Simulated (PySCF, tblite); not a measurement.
# C₄H₉BrSi₃: geometry, infrared bands and NMR shifts

Wanted: the infrared bands and NMR shifts of C₄H₉BrSi₃ (`C#C[C@@H]1[SiH2]C[SiH2][Si@H]1Br`), by calculation.

Programs: tblite 0.8.0 and PySCF 2.14.0, with density-fitted response routines of our own. Each step states its level of theory. These are calculated values for one molecule in the gas phase, unless marked as measured. Atoms are numbered from 0 throughout.

### 1 The starting structure

17 atoms, charge 0, multiplicity 1; geometry from: force field or distance geometry start.

Bonds of the start (Å): C0–C1 1.21, C1–C2 1.46, C2–Si3 1.85, Si3–C4 1.88, C4–Si5 1.87, Si5–Si6 2.26, Si6–Br7 2.22, Si6–C2 1.90, C0–H8 1.08, C2–H9 1.10, Si3–H10 1.47, Si3–H11 1.48, C4–H12 1.11, C4–H13 1.10, Si5–H14 1.47, Si5–H15 1.45, Si6–H16 1.47.

### 2 Optimising the geometry with GFN2-xTB

What the job is given:

```
{"job": {"kind": "relax", "xc": "GFN2-xTB", "basis": "xTB"}, "charge": 0, "multiplicity": 1}
C      2.798500     1.187900    -1.752500
C      1.996500     0.723600    -0.973200
C      1.075200     0.160400     0.003100
Si     0.062200    -1.210800    -0.727900
C     -1.345900    -1.555900     0.474900
Si    -1.693700     0.037500     1.390700
Si    -0.314000     1.427100     0.262700
Br     0.478300     3.107100     1.482600
H      3.510500     1.598000    -2.447000
H      1.534400    -0.113700     0.966100
H     -0.461700    -0.821800    -2.042400
H      0.835300    -2.463700    -0.852100
H     -1.096000    -2.379800     1.178400
H     -2.270900    -1.848400    -0.054000
H     -1.133300    -0.106800     2.736700
H     -3.076400     0.457100     1.368400
H     -0.905900     1.814200    -1.024200
```

Command:

```sh
$ OMP_NUM_THREADS=1 python probes_run.py task.json out
```

This one command runs all jobs of the session in turn.

**Question.** This job is followed by: GFN2-xTB harmonic vibrations, gas phase; GIAO PBE0/pcSseg-1 NMR shielding, non-relativistic, gas phase. Predict these results of the whole session: strongest single infrared mode (GFN2-xTB); zero-point energy (GFN2-xTB); 13C shifts against TMS (PBE0/pcSseg-1); 1H shifts against TMS (PBE0/pcSseg-1); 29Si shifts against TMS (PBE0/pcSseg-1); 79Br shifts against HBr (PBE0/pcSseg-1).

As calculated:

```
                                 quantity                                                     value
strongest single infrared mode (GFN2-xTB)                                      755 cm⁻¹, 551 km/mol
             zero-point energy (GFN2-xTB)                                             65.9 kcal/mol
   13C shifts against TMS (PBE0/pcSseg-1)                               86.5, 72.8, 10.8, -11.0 ppm
    1H shifts against TMS (PBE0/pcSseg-1)  5.87, 4.83, 4.25, 4.17, 4.16, 1.81, 1.45, 0.17, 0.14 ppm
  29Si shifts against TMS (PBE0/pcSseg-1)                                    26.5, -27.1, -67.6 ppm
  79Br shifts against HBr (PBE0/pcSseg-1)                                                   -74 ppm
```

In words: Relaxing lowered the energy by 0.525 eV in 138 steps; the close pair that moved most is C2–Si3, from 1.855 to 1.922 Å. All 45 modes are real, so the xTB geometry is a minimum. The strongest single mode, at 755 cm⁻¹, has its largest shares on C4, H11, H10 and Si5 (the list is cut at 4 atoms). Unscaled tight-binding wavenumbers are off by several per cent, some by more. Its intensities can rank the bands wrongly. At PBE0/pcSseg-1: Shielding is most anisotropic at Br7 (span 381 ppm, paramagnetic term -428 ppm). Spin-orbit coupling is left out, which matters for shieldings and couplings at and beside the heavy atoms.
